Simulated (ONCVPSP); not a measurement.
# Ta: generating and testing an ONCV potential

Do these settings give a usable potential? It is generated, then checked for transferability, scattering, ghosts and hardness.

Program: ONCVPSP 4.0.1. Reference atom: LDA (Perdew-Zunger), scalar-relativistic, spherical and spin-unpolarised. All values are calculated.

## 1. The design

The settings as typed:

```json
{
 "element": "tantalum (Ta, Z = 73)",
 "type": "optimised norm-conserving Vanderbilt (ONCV)",
 "frozen core": "[Kr] 4d10",
 "valence charge": "27",
 "reference configuration": "4f14 5s2 5p6 5d3 6s2",
 "partial waves": "5s+6s: rc 1.90 bohr, ncon 4, nbas 7, qcut 4.9 1/bohr, 2 projectors; 5p: rc 1.90 bohr, ncon 4, nbas 8, qcut 7.5 1/bohr, 2 projectors, debl 1.2 Ha; 5d: rc 2.90 bohr, ncon 4, nbas 8, qcut 6.6 1/bohr, 1 projector; 4f: rc 1.15 bohr, ncon 4, nbas 8, qcut 14 1/bohr, local",
 "local potential": "the f channel",
 "core correction": "Teter function, fcfact 3.5, rcfact 1.05"
}
```

The outer shells as boxes (Hund's rule for the drawing; the calculation is spin-unpolarised):

```
[Kr] core
4d [↑↓][↑↓][↑↓][↑↓][↑↓]
4f [↑↓][↑↓][↑↓][↑↓][↑↓][↑↓][↑↓]
5s [↑↓]
5p [↑↓][↑↓][↑↓]
5d [↑ ][↑ ][↑ ][  ][  ]
6s [↑↓]
```

An earlier all-electron run gives the scale for the radii.

All-electron outer shells of the reference configuration (LDA (Perdew-Zunger), scalar-relativistic, ld1.x):

```csv
shell,level (eV),outermost node (bohr),outermost maximum (bohr)
4d,-222.00,0.22,0.46
5s,-73.19,0.54,0.98
5p,-39.56,0.58,1.13
4f,-24.93,–,0.44
6s,-5.62,1.32,2.74
5d,-3.79,0.65,1.58
6p,-1.48,1.59,3.89
```

## 2. Generation

Ta.dat reads:

```
# ATOM AND REFERENCE CONFIGURATION
# atsym  z   nc   nv     iexc    psfile
  Ta 73.00    9    5        3      upf
#
#   n    l    f
    1    0    2.00
    2    0    2.00
    2    1    6.00
    3    0    2.00
    3    1    6.00
    3    2   10.00
    4    0    2.00
    4    1    6.00
    4    2   10.00
    4    3   14.00
    5    0    2.00
    5    1    6.00
    5    2    3.00
    6    0    2.00
#
# PSEUDOPOTENTIAL AND OPTIMIZATION
# lmax
    3
#
#   l,   rc,      ep,       ncon, nbas, qcut
    0    1.90    0.00    4    7    4.90
    1    1.90    0.00    4    8    7.50
    2    2.90    0.00    4    8    6.60
    3    1.15    0.00    4    8   14.00
#
# LOCAL POTENTIAL
# lloc, lpopt,  rc(5),   dvloc0
    3    5    1.15    0.00
#
# VANDERBILT-KLEINMAN-BYLANDER PROJECTORs
# l, nproj, debl
    0    2    1.40
    1    2    1.20
    2    1    0.90
    3    0    1.60
#
# MODEL CORE CHARGE
# icmod, fcfact, rcfact
    3    3.50    1.05
#
# LOG DERIVATIVE ANALYSIS
# epsh1, epsh2, depsh
   -4.00    5.00    0.02
#
# OUTPUT GRID
# rlmax, drl
    6.00    0.01
#
# TEST CONFIGURATIONS
# ncnf
    4
# nvcnf
#   n    l    f
    5
    4    3   14.00
    5    0    2.00
    5    1    6.00
    5    2    3.00
    6    0    1.00
#
    5
    4    3   14.00
    5    0    2.00
    5    1    6.00
    5    2    3.00
    6    0    0.00
#
    5
    4    3   14.00
    5    0    2.00
    5    1    6.00
    5    2    2.00
    6    0    0.00
#
    6
    4    3   14.00
    5    0    2.00
    5    1    6.00
    5    2    3.00
    6    0    0.00
    6    1    2.00
#
```

Started as:

```console
$ oncvpsp.x < Ta.dat > Ta.out
```

**Question.** What will these runs give? Wanted: cutoffs for 1 and 0.1 mHa per electron, occupied waves; bound ghosts; GHOST(+) flags; largest test error; largest phase difference near zero energy, channels read; rms error of d²Exc/dn², without and with the model core; projector energies reset by the program.

The runs gave:

| quantity | value |
| --- | --- |
| cutoffs for 1 and 0.1 mHa per electron, occupied waves | 92 Ha and 138 Ha |
| bound ghosts | s at -338.83 eV, p at -80.80 eV |
| GHOST(+) flags | d at 305 eV (1 near or above the test basis's cutoff) |
| largest test error (AE − PS) | -18 meV, for 4f14 5s2 5p6 5d3 6s0 |
| largest phase difference near zero energy, channels read | 0.082 rad |
| rms error of d²Exc/dn², without and with the model core | 4.93 and 3.91 mHa |
| projector energies reset by the program | p: -1.454, 0.250 Ha |

What this shows: It has a bound ghost (s, p), a state that the atom doesn't have, and that rules the file out. By total energies transferability is good: the largest error is 18 meV on 24.0 eV, for 4f14 5s2 5p6 5d3 6s0. Atomic tests can pass in spite of a ghost, since they solve only for the levels asked. It counts as very hard, with 92 Ha needed at the looser tolerance. At the looser tolerance the 4f wave is the slowest; 5d needs 12 Ha. Near zero energy the largest phase difference among the channels read is 0.08 rad, in the f channel. The pseudo curves have a pole with no partner nearby in the atom's: p at -2.97 Ha. The program also flags highly localised states, GHOST(+) (d).
